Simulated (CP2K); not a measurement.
# Two attempts at GeSiH3F3 (SMILES F[Si](F)(F)[GeH3])

Aim: energy and gradient of GeSiH3F3 at MNDO.

The calculation is run with CP2K 2026.2.

7 further runs of the same task are left out: 4 that didn't finish, 3 set aside as unsound or not needed.

### 1 Starting point

The species is GeSiH3F3 (8 atoms), meant as a singlet with charge 0. As SMILES, `F[Si](F)(F)[GeH3]`. The shape is that of a PBE0-D4/def2-TZVP optimisation.

Bond lengths: F1–Si2 1.581 Å, Si2–F3 1.581 Å, Si2–F4 1.581 Å, Si2–Ge5 2.364 Å, Ge5–H6 1.533 Å, Ge5–H7 1.533 Å, Ge5–H8 1.533 Å. Some angles: F1–Si2–F3 107.0°, F1–Si2–F4 107.0°, F1–Si2–Ge5 111.9°, F3–Si2–F4 107.0°, F3–Si2–Ge5 111.9°, F4–Si2–Ge5 111.9°, Si2–Ge5–H6 109.1°, Si2–Ge5–H7 109.1°, Si2–Ge5–H8 109.1°, H6–Ge5–H7 109.8°.

### 2 Try one

molecule.xyz reads:

```xyz
8

F      1.798400    -0.601900     1.268700
Si     0.575300    -0.950500     0.329300
F     -0.359400    -1.938600     1.135500
F      1.152900    -1.760500    -0.899700
Ge    -0.584300     0.990000    -0.362400
H     -1.100200     1.733500     0.874700
H     -1.763200     0.579500    -1.251800
H      0.372600     1.891600    -1.150100
```

job.inp reads:

```
&FORCE_EVAL
 METHOD Quickstep
 &DFT
  &QS
   METHOD MNDO
   EPS_DEFAULT 1.0E-10
   &SE
    &COULOMB
     CUTOFF [angstrom] 50
     RC_RANGE [angstrom] 0
    &END COULOMB
    &EXCHANGE
     CUTOFF [angstrom] 50
     RC_RANGE [angstrom] 0
    &END EXCHANGE
   &END SE
  &END QS
  &POISSON
   PERIODIC NONE
   POISSON_SOLVER ANALYTIC
  &END POISSON
  &SCF
   SCF_GUESS ATOMIC
   EPS_SCF 1.0E-07
   MAX_SCF 2
   ADDED_MOS 8
   IGNORE_CONVERGENCE_FAILURE T
   &DIAGONALIZATION
    ALGORITHM STANDARD
   &END DIAGONALIZATION
   &MIXING
    METHOD DIRECT_P_MIXING
    ALPHA 0.4
   &END MIXING
  &END SCF
  &PRINT
   &MOMENTS
    PERIODIC F
    REFERENCE COM
    MAX_MOMENT 1
   &END MOMENTS
   &MO ON
    ENERGIES T
    OCCUPATION_NUMBERS T
    NDIGITS 6
    &EACH
     QS_SCF 0
    &END EACH
    ADD_LAST NUMERIC
   &END MO
   &HIRSHFELD OFF
   &END HIRSHFELD
  &END PRINT
 &END DFT
 &SUBSYS
  &CELL
   ABC 13.6 13.8 12.5
   PERIODIC NONE
  &END CELL
  &TOPOLOGY
   COORD_FILE_NAME molecule.xyz
   COORD_FILE_FORMAT XYZ
   &CENTER_COORDINATES
   &END CENTER_COORDINATES
  &END TOPOLOGY
 &END SUBSYS
 &PRINT
  &FORCES ON
  &END FORCES
 &END PRINT
&END FORCE_EVAL

&GLOBAL
 PROJECT job
 RUN_TYPE ENERGY_FORCE
 PRINT_LEVEL MEDIUM
&END GLOBAL
```

On the command line:

```console
$ OMP_NUM_THREADS=1 cp2k.psmp -i job.inp > job.out 2>&1
```

Log:

```text
CP2K| version string:                                       CP2K version 2026.2
 CP2K| Input file name                                                   job.inp

[... 41 lines left out ...]
 *** warning.                                                              ***
[... 141 lines left out ...]
  Total energy [eV]:                                        -1570.94962869305823
[... 4 lines left out ...]
 *** WARNING in qs_scf.F:700 :: SCF run NOT converged ***
[... 24 lines left out ...]
 SE_DIPOLE| Moment [a.u.]           0.71745069      -1.20103003       0.42799212
[... 1 line left out ...]
 SE_DIPOLE| Derivative [a.u.]       0.00000000       0.00000000       0.00000000
[... 43 lines left out ...]
 -------------------------------------------------------------------------------
```

It took 0.87 s on 1 thread of Intel Xeon 6975P-C (Granite Rapids), shared host; peak memory 0.19 GiB.

### 3 Reading the log

No converged result was reached.

Cause: few scf steps. Among its listed settings the sound run differs in this, and the input shows the rest: iteration cap 100 in place of 2.

### 4 Try two

molecule.xyz is that of step 2.

run.inp reads:

```
&FORCE_EVAL
   METHOD Quickstep
   &DFT
      &QS
         METHOD MNDO
         EPS_DEFAULT 1.0E-10
         &SE
            &COULOMB
               CUTOFF [angstrom] 50
               RC_RANGE [angstrom] 0
            &END COULOMB
            &EXCHANGE
               CUTOFF [angstrom] 50
               RC_RANGE [angstrom] 0
            &END EXCHANGE
         &END SE
      &END QS
      &POISSON
         PERIODIC NONE
         POISSON_SOLVER ANALYTIC
      &END POISSON
      &SCF
         SCF_GUESS ATOMIC
         EPS_SCF 1.0E-07
         MAX_SCF 100
         ADDED_MOS 8
         &DIAGONALIZATION
            ALGORITHM STANDARD
         &END DIAGONALIZATION
         &MIXING
            METHOD DIRECT_P_MIXING
            ALPHA 0.4
         &END MIXING
      &END SCF
      &PRINT
         &MOMENTS
            PERIODIC F
            REFERENCE COM
            MAX_MOMENT 1
         &END MOMENTS
         &MO ON
            ENERGIES T
            OCCUPATION_NUMBERS T
            NDIGITS 6
            &EACH
               QS_SCF 0
            &END EACH
            ADD_LAST NUMERIC
         &END MO
         &HIRSHFELD OFF
         &END HIRSHFELD
      &END PRINT
   &END DFT
   &SUBSYS
      &CELL
         ABC 13.6 13.8 12.5
         PERIODIC NONE
      &END CELL
      &TOPOLOGY
         COORD_FILE_NAME molecule.xyz
         COORD_FILE_FORMAT XYZ
         &CENTER_COORDINATES
         &END CENTER_COORDINATES
      &END TOPOLOGY
   &END SUBSYS
   &PRINT
      &FORCES ON
      &END FORCES
   &END PRINT
&END FORCE_EVAL

&GLOBAL
   PROJECT_NAME run
   RUN_TYPE ENERGY_FORCE
   PRINT_LEVEL MEDIUM
&END GLOBAL
```

On the command line:

```console
$ OMP_NUM_THREADS=1 cp2k.psmp -i run.inp -o run.out
```

Log:

```text
CP2K| version string:                                       CP2K version 2026.2
[...]
 GLOBAL| Method name                                                        CP2K
[...]
 GLOBAL| Run type                                                   ENERGY_FORCE
[...]
 *** WARNING in qs_environment.F:2210 :: More added MOs requested than     ***
 *** available. The full set of unoccupied MOs will be used. Use           ***
 *** 'ADDED_MOS -1' to always use all available MOs and to get rid of this ***
[...]
                             - Atoms:                                          8
[...]
                             - Spherical basis functions:                     23
[...]
 Number of electrons:                                                         32
[...]
     1 P_Mix/Diag. 0.40E+00    0.0     0.68011247       -56.1417541221 -5.61E+01
[...]
    18 DIIS/Diag.  0.20E-07    0.0     0.00000003       -60.7620448523  2.84E-14
  *** SCF run converged in    18 steps ***
  Core-core repulsion energy [eV]:                           2238.36203616344528
  Core Hamiltonian energy [eV]:                             -2809.22334521321409
  Two-electron integral energy [eV]:                        -2165.11603466851238
  Electronic energy [eV]:                                   -3891.78136254747096
  Total energy [eV]:                                        -1653.41932638402523
  Atomic reference energy [eV]:                              1642.67537164079840
  Heat of formation [kcal/mol]:                              -247.76150189004181
[...]
 SE_DIPOLE| Moment [Debye]          1.51785186      -2.54086060       0.90549820
 SE_DIPOLE| Derivative [a.u.]       0.00000000       0.00000000       0.00000000
 ENERGY| Total FORCE_EVAL ( QS ) energy [hartree]            -60.762044852255954
 FORCES| Atomic forces [hartree/bohr]
 FORCES|   Atom     x               y               z               |f|
 FORCES|      1  1.74653232E-02 -1.07483108E-02  1.20282190E-02   2.37748134E-02
 FORCES|      2 -2.25121412E-02  3.76758729E-02 -1.34791186E-02   4.59124660E-02
 FORCES|      3  8.20680404E-04 -2.10607275E-02  1.10149258E-02   2.37814287E-02
 FORCES|      4  1.24614982E-02 -1.96589953E-02 -4.64790774E-03   2.37353761E-02
 FORCES|      5 -1.61991895E-02  2.70592875E-02 -9.63460963E-03   3.29764232E-02
 FORCES|      6  5.68091086E-03 -8.15962886E-03 -1.39716710E-02   1.71481743E-02
 FORCES|      7  1.31364895E-02  4.80585764E-03  9.91730026E-03   1.71469084E-02
 FORCES|      8 -1.08535715E-02 -9.91335560E-03  8.77286190E-03   1.71183451E-02
 FORCES| Sum     9.71445147E-16 -1.66533454E-16  2.77555756E-16
 FORCES| Total atomic force                                       1.02395130E-15
[...]
```

Run time: 0.89 s. Hardware: 1 thread of Intel Xeon 6975P-C (Granite Rapids), shared host; peak memory 0.19 GiB.

### 5 Outcome

Level: MNDO.

| quantity | value |
| --- | --- |
| total energy | -60.76204 Eh |
| dipole moment | 3.10 D |
| HOMO energy | -11.13 eV |
| LUMO energy | -0.86 eV |
| HOMO–LUMO gap | 10.27 eV |
| heat of formation at this unrelaxed shape | -247.8 kcal/mol |
| largest force on an atom | 2.361 eV/Å |

In words: The largest force is 2.36 eV/Å: the shape isn't a stationary point for this species at this level.
